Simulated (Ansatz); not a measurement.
Ba2Tl5V3O12 in Ansatz: convergence with k mesh

Ba2Tl5V3O12:

```
CELL_PARAMETERS angstrom
10.97457 0.00000 0.00000
0.00000 10.97457 0.00000
0.00000 0.00000 6.60400
ATOMIC_POSITIONS crystal
Ba 0.00000 0.50000 0.00000
Ba 0.50000 0.00000 0.00000
V 0.50000 0.50000 0.00000
V 0.50000 0.00000 0.50000
V 0.00000 0.50000 0.50000
Tl 0.50000 0.50000 0.50000
Tl 0.71260 0.28740 0.40228
Tl 0.28740 0.71260 0.40228
Tl 0.71260 0.71260 0.59772
Tl 0.28740 0.28740 0.59772
O 0.41064 0.58936 0.15770
O 0.58936 0.41064 0.15770
O 0.58936 0.58936 0.84230
O 0.41064 0.41064 0.84230
O 0.58661 0.08570 0.33378
O 0.41339 0.08570 0.66622
O 0.58661 0.91430 0.66622
O 0.41339 0.91430 0.33378
O 0.08570 0.58661 0.33378
O 0.08570 0.41339 0.66622
O 0.91430 0.58661 0.66622
O 0.91430 0.41339 0.33378
```

The cell was built by a generator and needn't be a form met in nature.

- Program: Ansatz 0.2.0
- Task: convergence study
- Functional: PBE
- Potentials or basis: Ansatz PAW
- Cutoff: 420 eV (not typed: the program's choice for these potentials)
- k mesh: 1 × 1 × 2
- Occupations: fermi-dirac, width 0.05 eV
- Spin: collinear spin, ferromagnetic start
- Starting moments: [0.0, 0.0, 2.0, 2.0, 2.0, 0.0, 0.0, 0.0, 0.0, 0.0, 0.0, 0.0, 0.0, 0.0, 0.0, 0.0, 0.0, 0.0, 0.0, 0.0, 0.0, 0.0] μB

These are the settings of the first run; the series varies k mesh, with any setting tied to it.

Hardware: 8 threads of Intel(R) Xeon(R) Platinum 8259CL CPU @ 2.50GHz (Skylake/Cascade Lake) (shared host).

| k mesh | energy less the tightest run, at zero smearing (meV/atom) | largest force (eV/Å) | gap on the mesh (eV) | SCF cycles | CPU time (s) | peak memory (GiB) |
| --- | --- | --- | --- | --- | --- | --- |
| 1 × 1 × 2 | 0.60 | 0.021 | 2.787 | 15 | 63 | 2 |
| 2 × 2 × 2 | 0.53 | 0.006 | 2.499 | 15 | 150 | 3.6 |
| 2 × 2 × 3 | -0.01 | 0.004 | 2.603 | 16 | 220 | 3.5 |
| 3 × 3 × 4 | 0.00 | 0.004 | 2.569 | 16 | 370 | 4 |
| 3 × 3 × 5 | 0.02 | 0.004 | 2.611 | 16 | 390 | 3.9 |
| 4 × 4 × 6 | 0.01 | 0.004 | 2.499 | 15 | 900 | 5.4 |
| 4 × 4 × 7 | 0.00 | 0.004 | 2.520 | 16 | 1000 | 5.5 |

Against the tightest run, the energy stays within 1 meV/atom from 1 × 1 × 2 on; the largest force stays within 0.005 eV/Å from 2 × 2 × 2 on. Not settled before the last step: the gap on the mesh (to 0.01 eV). Meshes of other sizes hit other points, so gaps and Fermi surfaces needn't settle smoothly. The tightest run that finished is the yardstick and may itself not be fully converged.

Caveat, for the tightest run too: odd divisions of the mesh miss points on the zone boundary, where band edges often lie, so the gap on the mesh can be too wide; spin-orbit coupling is left out, which as a rule narrows the gap of such compounds by several tenths of an eV; the starting moments weren't kept.
